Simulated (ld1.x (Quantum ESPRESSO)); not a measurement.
# Pseudopotential generation for copper: RRKJ, LDA (PZ)

Do these settings give a usable potential? It is generated, then checked for transferability, scattering, ghosts and hardness.

Program: ld1.x (Quantum ESPRESSO) 7.5. Reference atom: LDA (PZ), non-relativistic, spherical and spin-unpolarised. All values are calculated.

### Step 1. The design

The settings as typed:

```
element                        : copper (Cu, Z = 29)
type                           : norm-conserving RRKJ (Kleinman–Bylander form)
frozen core                    : [Ne]
valence charge                 : 19
reference configuration        : 3s2 3p6 3d10 4s1 4p0
partial waves                  : 3p (bound): rc 0.70 bohr; 3d (bound): rc 0.70 bohr; 3s (bound): rc 1.00 bohr
occupied shells without a wave : 4s
local potential                : the s channel
core correction                : a·sin(br)/r model core, default radius (core density twice the valence density)
```

### Step 2. Generation

Contents of Cu.in:

```
 &input
   title='Cu', zed=29., rel=0, dft='PZ', iswitch=3,
   config='[Ar] 3d10 4s1 4p0',
   nld=3, rlderiv=1.10, eminld=-10.0, emaxld=5.0, deld=0.04
 /
 &inputp
   pseudotype=2, tm=.false., rho0=0.01, lloc=0,
   nlcc=.true.,
   file_pseudopw='Cu.UPF', file_wfcaegen='ae.wfc', file_wfcncgen='nc.wfc', file_beta='beta', file_chi='chi'
 /
3
3P  2  1   6.00   0.00  0.70  0.70  0.0
3D  3  2  10.00   0.00  0.70  0.70  0.0
3S  1  0   2.00   0.00  1.00  1.00  0.0
 &test
   configts(1)='3s2 3p6 3d10 4s1 4p0'
 /
```

Started as:

```sh
ld1.x < Cu.in > Cu.out
```

Output in Cu.out (without the banner and most projector matrices):

```text
     Program LD1 v.7.5
     --------------------------- All-electron run ----------------------------

     Cu

     atomic number is 29.00
     dft =PZ   lsd =0 sic =0 latt =0  beta=0.20 tr2=1.0E-14
     Exchange-correlation= PZ
                           (   1   1   0   0   0   0   0)
     mesh =1199 r(mesh) = 100.25372 a.u. xmin = -7.00 dx = 0.01250
     1 Ry =  13.60569312 eV

     n l     nl                  e(Ry)          e(Ha)          e(eV)
     1 0     1S 1( 2.00)      -641.5792      -320.7896     -8729.1291
     2 0     2S 1( 2.00)       -76.2837       -38.1418     -1037.8925
     2 1     2P 1( 6.00)       -66.9637       -33.4818      -911.0873
     3 0     3S 1( 2.00)        -8.1147        -4.0574      -110.4064
     3 1     3P 1( 6.00)        -5.2183        -2.6091       -70.9983
     3 2     3D 1(10.00)        -0.4044        -0.2022        -5.5019
     4 0     4S 1( 1.00)        -0.3447        -0.1723        -4.6897
     4 1     4P 1( 0.00)        -0.0584        -0.0292        -0.7950

     final scf error:  1.7E-16 reached in  24 iterations

     Etot =   -3275.539142 Ry,   -1637.769571 Ha,  -44565.980372 eV

     Ekin =    3271.974275 Ry,    1635.987138 Ha,   44517.477897 eV
     Encl =   -7846.628298 Ry,   -3923.314149 Ha, -106758.816677 eV
     Eh   =    1427.815957 Ry,     713.907979 Ha,   19426.425750 eV
     Exc  =    -128.701076 Ry,     -64.350538 Ha,   -1751.067342 eV

     normalization and overlap integrals

     s(1S/1S) =  1.000000  <r> =   0.0530  <r2> =    0.0038  r(max) =   0.0349
     s(2S/2S) =  1.000000  <r> =   0.2391  <r2> =    0.0674  r(max) =   0.2009
     s(2P/2P) =  1.000000  <r> =   0.2080  <r2> =    0.0530  r(max) =   0.1604
     s(3S/3S) =  1.000000  <r> =   0.7238  <r2> =    0.6064  r(max) =   0.6189
     s(3P/3P) =  1.000000  <r> =   0.7549  <r2> =    0.6754  r(max) =   0.6189
     s(3D/3D) =  1.000000  <r> =   1.0396  <r2> =    1.5456  r(max) =   0.5961
     s(4S/4S) =  1.000000  <r> =   2.9532  <r2> =   10.2919  r(max) =   2.2995
     s(4P/4P) =  1.000000  <r> =   4.8959  <r2> =   29.7009  r(max) =   3.5173

     ------------------------ End of All-electron run ------------------------

     --------------------- Generating NC pseudopotential ---------------------

      Generating local pot.: lloc=0, matching radius rcloc =   1.0000

      Computing core charge for nlcc:

       r > 0.33 : true rho core
       r < 0.33 : rho core = a sin(br)/r    a=  76.71  b=   7.95

      Integrated core pseudo-charge :   5.37

      Wfc   3P  rcut= 0.693  Estimated cut-off energy=      365.11 Ry
      This function has    0 nodes for 0 < r <    0.693

      Wfc   3D  rcut= 0.693  Estimated cut-off energy=      480.54 Ry
      This function has    0 nodes for 0 < r <    0.693

     ------------------- End of pseudopotential generation -------------------

     [... the all-electron block is printed once more ...]


     Computing logarithmic derivative in   1.10680
     Computing logarithmic derivative in   1.10680
     Computing the partial wave expansion
       no projector for channel:   0
     R is outside the sphere for l=    1 j= 0.00
     R is outside the sphere for l=    2 j= 0.00

     ---------------------- Testing the pseudopotential ----------------------

     Cu

     atomic number is 29.00   valence charge is 19.00
     dft =PZ   lsd =0 sic =0 latt =0  beta=0.20 tr2=1.0E-14
     mesh =1199 r(mesh) = 100.25372 xmin = -7.00 dx = 0.01250

     n l     nl             e AE (Ry)        e PS (Ry)    De AE-PS (Ry)
     1 0     3S   1( 2.00)       -8.11472       -8.11472        0.00000
     2 1     3P   1( 6.00)       -5.21828       -5.21828        0.00000
     3 2     3D   1(10.00)       -0.40438       -0.40438       -0.00000
     2 0     4S   1( 1.00)       -0.34469       -0.36921        0.02452  !
     3 1     4P   1( 0.00)       -0.05843       -0.06030        0.00187

     eps = 3.0E-15  iter = 15

     Etot =   -3275.539142 Ry,   -1637.769571 Ha,  -44565.980372 eV
     Etotps =  -411.953323 Ry,    -205.976662 Ha,   -5604.910499 eV

     Ekin =     245.526120 Ry,     122.763060 Ha,    3340.553037 eV
     Encl =    -840.861180 Ry,    -420.430590 Ha,  -11440.499176 eV
     Ehrt =     352.406446 Ry,     176.203223 Ha,    4794.733965 eV
     Ecxc =     -59.178163 Ry,     -29.589081 Ha,    -805.159920 eV
     (Ecc =     -17.887303 Ry,      -8.943651 Ha,    -243.369151 eV)
     Epseu=    -109.846547 Ry,     -54.923273 Ha,   -1494.538404 eV

     ---------------------- End of pseudopotential test ----------------------
```

Run time: 0.96 s. Hardware: 1 thread, shared host. This counts the later configuration tests of the new file too.

Partial waves on a coarse radial grid (AE all-electron, PS pseudo):

```csv
r (bohr),3p AE,3p PS
0.050,-0.3241,0.0121
0.100,-0.6191,0.0507
0.150,-0.6205,0.1216
0.200,-0.4032,0.2298
0.250,-0.0821,0.3748
0.300,0.2569,0.5476
0.350,0.5634,0.7317
0.400,0.8137,0.9062
0.450,1.0009,1.0519
0.500,1.1283,1.1568
0.550,1.2034,1.2180
0.600,1.2358,1.2411
0.650,1.2349,1.2356
0.700,1.2091,1.2091
0.750,1.1654,1.1654
0.800,1.1098,1.1098
0.850,1.0466,1.0466
0.900,0.9794,0.9794
0.950,0.9107,0.9107
1.000,0.8424,0.8424
1.050,0.7758,0.7758
1.100,0.7119,0.7119
1.150,0.6513,0.6513
1.200,0.5943,0.5943
1.250,0.5411,0.5411
1.300,0.4916,0.4916
```

### Step 3. Configuration tests

Contents of Cu.test.in:

```
 &input
   title='Cu', zed=29., rel=0, dft='PZ', iswitch=2,
   config='[Ar] 3d10 4s1 4p0'
 /
 &test
   file_pseudo='Cu.UPF', nconf=10,
   configts(1)='3s2 3p6 3d10 4s1 4p0',
   configts(2)='3s2 3p6 3d10 4s0 4p0',
   configts(3)='3s2 3p6 3d9 4s0 4p0',
   configts(4)='3s2 3p6 3d8 4s0 4p0',
   configts(5)='3s1 3p6 3d10 4s1 4p0',
   configts(6)='3s2 3p6 3d9 4s2 4p0',
   configts(7)='3s2 3p6 3d10 4s0.5 4p0',
   configts(8)='3s2 3p6 3d7 4s0 4p0',
   configts(9)='3s2 3p6 3d10 4s1 4p0', lsdts(9)=1,
   configts(10)='3s2 3p6 3d9 4s0 4p0', lsdts(10)=1
 /
```

Started as:

```sh
ld1.x < Cu.test.in > Cu.test.out
```

Cu.test.out, the pseudopotential blocks:

```text
     ---------------------- Testing the pseudopotential ----------------------

     Cu

     atomic number is 29.00   valence charge is 19.00
     dft =PZ   lsd =0 sic =0 latt =0  beta=0.20 tr2=1.0E-14
     mesh =1199 r(mesh) = 100.25372 xmin = -7.00 dx = 0.01250

     n l     nl             e AE (Ry)        e PS (Ry)    De AE-PS (Ry)
     1 0     3S   1( 2.00)       -8.11472       -8.11472        0.00000
     2 1     3P   1( 6.00)       -5.21828       -5.21828       -0.00000
     3 2     3D   1(10.00)       -0.40438       -0.40438       -0.00000
     2 0     4S   1( 1.00)       -0.34469       -0.36921        0.02452  !
     3 1     4P   1( 0.00)       -0.05843       -0.06030        0.00187

     eps = 4.5E-15  iter = 17

     Etot =   -3275.539142 Ry,   -1637.769571 Ha,  -44565.980372 eV
     Etotps =  -411.953320 Ry,    -205.976660 Ha,   -5604.910452 eV

     Ekin =     245.526123 Ry,     122.763062 Ha,    3340.553086 eV
     Encl =    -840.861180 Ry,    -420.430590 Ha,  -11440.499173 eV
     Ehrt =     352.406446 Ry,     176.203223 Ha,    4794.733961 eV
     Ecxc =     -59.178163 Ry,     -29.589081 Ha,    -805.159920 eV
     (Ecc =     -17.887303 Ry,      -8.943651 Ha,    -243.369151 eV)
     Epseu=    -109.846547 Ry,     -54.923273 Ha,   -1494.538406 eV

     ---------------------- End of pseudopotential test ----------------------

     ---------------------- Testing the pseudopotential ----------------------

     Cu

     [...]
     n l     nl             e AE (Ry)        e PS (Ry)    De AE-PS (Ry)
     1 0     3S   1( 2.00)       -8.74760       -8.78111        0.03351  !
     2 1     3P   1( 6.00)       -5.85285       -5.88599        0.03314  !
     3 2     3D   1(10.00)       -1.03629       -1.06905        0.03277  !
     2 0     4S   1( 0.00)       -0.87010       -0.94029        0.07019  !
     3 1     4P   1( 0.00)       -0.48103       -0.53013        0.04910  !

     eps = 9.9E-16  iter = 14

     Etot =   -3274.937129 Ry,   -1637.468565 Ha,  -44557.789577 eV
     Etotps =  -411.306189 Ry,    -205.653095 Ha,   -5596.105793 eV
     dEtot_ae =       0.602012 Ry
     dEtot_ps =       0.647131 Ry,   Delta E=      -0.045118 Ry

     [...]
     ---------------------- End of pseudopotential test ----------------------

     ---------------------- Testing the pseudopotential ----------------------

     Cu

     [...]
     n l     nl             e AE (Ry)        e PS (Ry)    De AE-PS (Ry)
     1 0     3S   1( 2.00)      -10.00008      -10.03932        0.03923  !
     2 1     3P   1( 6.00)       -7.09639       -7.13496        0.03857  !
     3 2     3D   1( 9.00)       -2.21887       -2.25735        0.03848  !
     2 0     4S   1( 0.00)       -1.62732       -1.73703        0.10971  !
     3 1     4P   1( 0.00)       -1.12223       -1.20284        0.08061  !

     eps = 2.0E-16  iter = 14

     Etot =   -3273.332057 Ry,   -1636.666029 Ha,  -44535.951459 eV
     Etotps =  -409.664832 Ry,    -204.832416 Ha,   -5573.773990 eV
     dEtot_ae =       2.207084 Ry
     dEtot_ps =       2.288488 Ry,   Delta E=      -0.081403 Ry

     [...]
     ---------------------- End of pseudopotential test ----------------------

     ---------------------- Testing the pseudopotential ----------------------

     Cu

     [...]
     n l     nl             e AE (Ry)        e PS (Ry)    De AE-PS (Ry)
     1 0     3S   1( 2.00)      -11.50040      -11.54081        0.04041  !
     2 1     3P   1( 6.00)       -8.58327       -8.62139        0.03812  !
     3 2     3D   1( 8.00)       -3.64289       -3.68095        0.03806  !
     2 0     4S   1( 0.00)       -2.50797       -2.66142        0.15344  !
     3 1     4P   1( 0.00)       -1.90150       -2.00973        0.10823  !

     eps = 8.9E-15  iter = 16

     Etot =   -3270.419276 Ry,   -1635.209638 Ha,  -44496.321049 eV
     Etotps =  -406.713417 Ry,    -203.356709 Ha,   -5533.617943 eV
     dEtot_ae =       5.119866 Ry
     dEtot_ps =       5.239903 Ry,   Delta E=      -0.120037 Ry

     [...]
     ---------------------- End of pseudopotential test ----------------------

     ---------------------- Testing the pseudopotential ----------------------

     Cu

     [...]
     n l     nl             e AE (Ry)        e PS (Ry)    De AE-PS (Ry)
     1 0     3S   1( 1.00)       -9.29463       -9.29407       -0.00056
     2 1     3P   1( 6.00)       -6.38846       -6.38563       -0.00284
     3 2     3D   1(10.00)       -1.50025       -1.50555        0.00531  !
     2 0     4S   1( 1.00)       -1.01157       -1.06609        0.05451  !
     3 1     4P   1( 0.00)       -0.58209       -0.60457        0.02248  !

     eps = 3.5E-15  iter = 16

     Etot =   -3266.863939 Ry,   -1633.431970 Ha,  -44447.948231 eV
     Etotps =  -403.277559 Ry,    -201.638780 Ha,   -5486.870717 eV
     dEtot_ae =       8.675202 Ry
     dEtot_ps =       8.675760 Ry,   Delta E=      -0.000558 Ry

     [...]
     ---------------------- End of pseudopotential test ----------------------

     ---------------------- Testing the pseudopotential ----------------------

     Cu

     [...]
     n l     nl             e AE (Ry)        e PS (Ry)    De AE-PS (Ry)
     1 0     3S   1( 2.00)       -8.51484       -8.49152       -0.02332  !
     2 1     3P   1( 6.00)       -5.61030       -5.58744       -0.02286  !
     3 2     3D   1( 9.00)       -0.74785       -0.72502       -0.02283  !
     2 0     4S   1( 2.00)       -0.43415       -0.45378        0.01963  !
     3 1     4P   1( 0.00)       -0.09774       -0.09265       -0.00509  !

     eps = 3.5E-15  iter = 18

     Etot =   -3275.359918 Ry,   -1637.679959 Ha,  -44563.541917 eV
     Etotps =  -411.806627 Ry,    -205.903314 Ha,   -5602.914596 eV
     dEtot_ae =       0.179223 Ry
     dEtot_ps =       0.146693 Ry,   Delta E=       0.032530 Ry

     [...]
     ---------------------- End of pseudopotential test ----------------------

     ---------------------- Testing the pseudopotential ----------------------

     Cu

     [...]
     n l     nl             e AE (Ry)        e PS (Ry)    De AE-PS (Ry)
     1 0     3S   1( 2.00)       -8.41575       -8.43143        0.01569  !
     2 1     3P   1( 6.00)       -5.52011       -5.53568        0.01557  !
     3 2     3D   1(10.00)       -0.70554       -0.72092        0.01538  !
     2 0     4S   1( 0.50)       -0.59925       -0.64335        0.04410  !
     3 1     4P   1( 0.00)       -0.25885       -0.27919        0.02034  !

     eps = 6.5E-15  iter = 16

     Etot =   -3275.304080 Ry,   -1637.652040 Ha,  -44562.782190 eV
     Etotps =  -411.701266 Ry,    -205.850633 Ha,   -5601.481080 eV
     dEtot_ae =       0.235062 Ry
     dEtot_ps =       0.252054 Ry,   Delta E=      -0.016992 Ry

     [...]
     ---------------------- End of pseudopotential test ----------------------

     ---------------------- Testing the pseudopotential ----------------------

     Cu

     [...]
     n l     nl             e AE (Ry)        e PS (Ry)    De AE-PS (Ry)
     1 0     3S   1( 2.00)      -13.19575      -13.23608        0.04032  !
     2 1     3P   1( 6.00)      -10.26254      -10.29683        0.03429  !
     3 2     3D   1( 7.00)       -5.26729       -5.30093        0.03364  !
     2 0     4S   1( 0.00)       -3.49309       -3.69806        0.20497  !
     3 1     4P   1( 0.00)       -2.79691       -2.93186        0.13495  !

     eps = 3.5E-16  iter = 12

     Etot =   -3265.979666 Ry,   -1632.989833 Ha,  -44435.917075 eV
     Etotps =  -402.237708 Ry,    -201.118854 Ha,   -5472.722821 eV
     dEtot_ae =       9.559476 Ry
     dEtot_ps =       9.715612 Ry,   Delta E=      -0.156136 Ry

     [...]
     ---------------------- End of pseudopotential test ----------------------

     ---------------------- Testing the pseudopotential ----------------------

     Cu

     [...]
     n l     nl             e AE (Ry)        e PS (Ry)    De AE-PS (Ry)
     1 0     3S   1( 1.00)       -8.10929       -8.11148        0.00218
     2 1     3P   1( 3.00)       -5.21337       -5.21549        0.00212
     3 2     3D   1( 5.00)       -0.40473       -0.40641        0.00168
     2 0     4S   1( 1.00)       -0.36646       -0.38783        0.02137  !
     3 1     4P   1( 0.00)       -0.07240       -0.07170       -0.00070
     1 0     3S   2( 1.00)       -8.11068       -8.11136        0.00068
     2 1     3P   2( 3.00)       -5.21375       -5.21448        0.00072
     3 2     3D   2( 5.00)       -0.39458       -0.39571        0.00113
     2 0     4S   2( 0.00)       -0.31091       -0.34360        0.03268  !
     3 1     4P   2( 0.00)       -0.03575       -0.04488        0.00912  !

     eps = 9.2E-15  iter = 16

     Etot =   -3275.552608 Ry,   -1637.776304 Ha,  -44566.163597 eV
     Etotps =  -411.964296 Ry,    -205.982148 Ha,   -5605.059785 eV
     dEtot_ae =      -0.013467 Ry
     dEtot_ps =      -0.010976 Ry,   Delta E=      -0.002491 Ry

     [...]
     ---------------------- End of pseudopotential test ----------------------

     ---------------------- Testing the pseudopotential ----------------------

     Cu

     [...]
     n l     nl             e AE (Ry)        e PS (Ry)    De AE-PS (Ry)
     1 0     3S   1( 1.00)      -10.03786      -10.07860        0.04074  !
     2 1     3P   1( 3.00)       -7.13338       -7.17445        0.04107  !
     3 2     3D   1( 5.00)       -2.25283       -2.29187        0.03904  !
     2 0     4S   1( 0.00)       -1.63609       -1.74558        0.10948  !
     3 1     4P   1( 0.00)       -1.12812       -1.20805        0.07993  !
     1 0     3S   2( 1.00)       -9.95802       -9.99554        0.03751  !
     2 1     3P   2( 3.00)       -7.05523       -7.09111        0.03589  !
     3 2     3D   2( 4.00)       -2.18129       -2.21914        0.03785  !
     2 0     4S   2( 0.00)       -1.61766       -1.72767        0.11001  !
     3 1     4P   2( 0.00)       -1.11574       -1.19717        0.08144  !

     eps = 2.2E-15  iter = 19

     Etot =   -3273.349941 Ry,   -1636.674971 Ha,  -44536.194782 eV
     Etotps =  -409.683013 Ry,    -204.841507 Ha,   -5574.021358 eV
     dEtot_ae =       2.189201 Ry
     dEtot_ps =       2.270307 Ry,   Delta E=      -0.081106 Ry

     [...]
     ---------------------- End of pseudopotential test ----------------------
```

The tests as a table, with energies relative to 3s2 3p6 3d10 4s1 4p0. Spin-polarised rows fill open shells by Hund's rule and count from the unpolarised reference.

| valence configuration | charge | ΔE all-electron (eV) | error AE − PS (meV) |
| --- | --- | --- | --- |
| 3s2 3p6 3d10 4s0 4p0 | +1 | 8.191 | -614 |
| 3s2 3p6 3d9 4s0 4p0 | +2 | 30.029 | -1108 |
| 3s2 3p6 3d8 4s0 4p0 | +3 | 69.659 | -1633 |
| 3s1 3p6 3d10 4s1 4p0 | +1 | 118.032 | -7.6 |
| 3s2 3p6 3d9 4s2 4p0 | 0 | 2.438 | +443 |
| 3s2 3p6 3d10 4s0.5 4p0 | +0.5 | 3.198 | -231 |
| 3s2 3p6 3d7 4s0 4p0 | +4 | 130.063 | -2124 |
| 3s2 3p6 3d10 4s1 4p0 (spin-polarised) | 0 | -0.183 | -34 |
| 3s2 3p6 3d9 4s0 4p0 (spin-polarised) | +2 | 29.786 | -1104 |

### Step 4. Logarithmic derivatives

Taken from the files of the generation run. The phase is arctan(r·u′/u) with u = r·R, unwrapped, with energies in Ry. A pole is an energy at which the radial function vanishes at the test radius. The pseudo phase is shifted by a multiple of π to meet the all-electron one at the reference energy. Levels narrower than the energy grid can be missing from the poles. The last column is the largest difference on the grid between −1 and +1 Ry.

| channel | radius (bohr) | reference (Ry) | poles AE | poles PS | window around the reference with phases within 0.05 rad (Ry) | largest difference near zero (rad) |
| --- | --- | --- | --- | --- | --- | --- |
| s | 1.11 | -8.11 | -5.39 | -5.48 | below 1.7 | 0.038 |
| p | 1.11 | -5.22 | -2.27 | -2.33 | the whole range | 0.011 |
| d | 1.11 | -0.40 | 2.74 | 2.66 | the whole range | 0.003 |

Phases (rad) along the scan:

```csv
E (Ry),s AE,s PS,p AE,p PS
-10.00,0.251,0.231,1.092,1.086
-9.52,-0.204,-0.219,1.047,1.040
-9.04,-0.660,-0.665,0.988,0.981
-8.56,-0.982,-0.983,0.907,0.899
-8.08,-1.184,-1.184,0.792,0.782
-7.60,-1.313,-1.314,0.617,0.606
-7.12,-1.401,-1.403,0.345,0.334
-6.64,-1.465,-1.468,-0.053,-0.063
-6.16,-1.513,-1.517,-0.504,-0.508
-5.68,-1.552,-1.556,-0.865,-0.865
-5.20,-1.583,-1.589,-1.102,-1.102
-4.72,-1.609,-1.616,-1.255,-1.255
-4.24,-1.632,-1.641,-1.359,-1.360
-3.76,-1.652,-1.662,-1.433,-1.435
-3.28,-1.670,-1.682,-1.488,-1.491
-2.80,-1.686,-1.700,-1.532,-1.536
-2.32,-1.702,-1.718,-1.567,-1.572
-1.84,-1.716,-1.734,-1.597,-1.602
-1.36,-1.730,-1.751,-1.623,-1.629
-0.88,-1.744,-1.768,-1.645,-1.652
-0.40,-1.758,-1.785,-1.665,-1.674
0.08,-1.771,-1.802,-1.684,-1.693
0.56,-1.785,-1.820,-1.701,-1.712
1.04,-1.799,-1.839,-1.718,-1.730
1.52,-1.813,-1.860,-1.734,-1.748
2.00,-1.828,-1.882,-1.750,-1.765
2.48,-1.843,-1.907,-1.765,-1.782
2.96,-1.860,-1.934,-1.781,-1.800
3.44,-1.877,-1.965,-1.796,-1.819
3.92,-1.896,-2.001,-1.813,-1.838
4.40,-1.917,-2.043,-1.830,-1.859
4.88,-1.939,-2.092,-1.848,-1.881
```

### Step 5. Plane-wave convergence, by spherical Bessel functions

A separate test, outside the generator: the pseudo-atom's Hamiltonian at the reference potential is diagonalised in spherical Bessel functions j_l(qr) that vanish at 20 bohr, with q² up to the cutoff.

All-electron valence levels (Ry): 3p -5.2183, 4p -0.0584, 3d -0.4044, 3s -8.1147, 4s -0.3447. The lowest levels of each channel (Ry) by cutoff; the last column sums, over occupied levels, occupation times the distance from the level at 400 Ry. A positive value at high cutoff is not a bound level.

```csv
cutoff (Ry),p #1,p #2,d #1,s #1,s #2,f #1,Σ f·Δε (mRy)
8,-1.2244,0.0057,0.0646,-6.6740,-0.2410,0.1131,31663.6
18,-3.0810,-0.0220,0.0645,-7.8618,-0.3465,0.1131,18041.3
35,-4.6531,-0.0468,0.0643,-7.9165,-0.3619,0.1131,8481.9
55,-5.0324,-0.0556,0.0640,-8.0488,-0.3648,0.1131,5935.9
90,-5.0704,-0.0570,0.0634,-8.1059,-0.3688,0.1131,5583.1
140,-5.1327,-0.0583,0.0066,-8.1111,-0.3690,0.1131,4631.1
230,-5.2110,-0.0601,-0.3658,-8.1145,-0.3692,0.1131,430.4
400,-5.2182,-0.0602,-0.4044,-8.1147,-0.3692,0.1131,0.0
```

The sum stays within 10 mRy only somewhere over 300 Ry and within 1 mRy only somewhere over 300 Ry. The sum leaves out empty levels, which can need more. Ghost test: no level below the all-electron spectrum of its channel (p, d, s, f tested).

### Step 6. What came out

```
                                                quantity                               value
               cutoffs for 10 and 1 mRy, occupied levels         over 300 Ry and over 300 Ry
                                            bound ghosts                          none found
                       largest miss of a reference level                        334 meV (4s)
         largest test error (AE − PS), unpolarised tests  -2124 meV, for 3s2 3p6 3d7 4s0 4p0
largest phase difference near zero energy, channels read                           0.038 rad
```

What this shows: Already in the reference configuration the 4s level is off by 334 meV; it has no partial wave or projector of its own. By total energies transferability is poor: the largest error is 2124 meV on 130.1 eV, for 3s2 3p6 3d7 4s0 4p0. That test lies far up in energy; among those under 40 eV, nearer to bonding, the largest error is 1108 meV. It counts as very hard, with over 300 Ry needed at the looser tolerance. The slowest occupied level is 3d: taken alone it needs over 300 Ry to come within 1 mRy, against 300 Ry for 3p. It is free of bound ghosts as far as tested. Near zero energy the largest phase difference among the channels read is 0.04 rad, in the s channel. All of this concerns the isolated atom, not yet a solid.
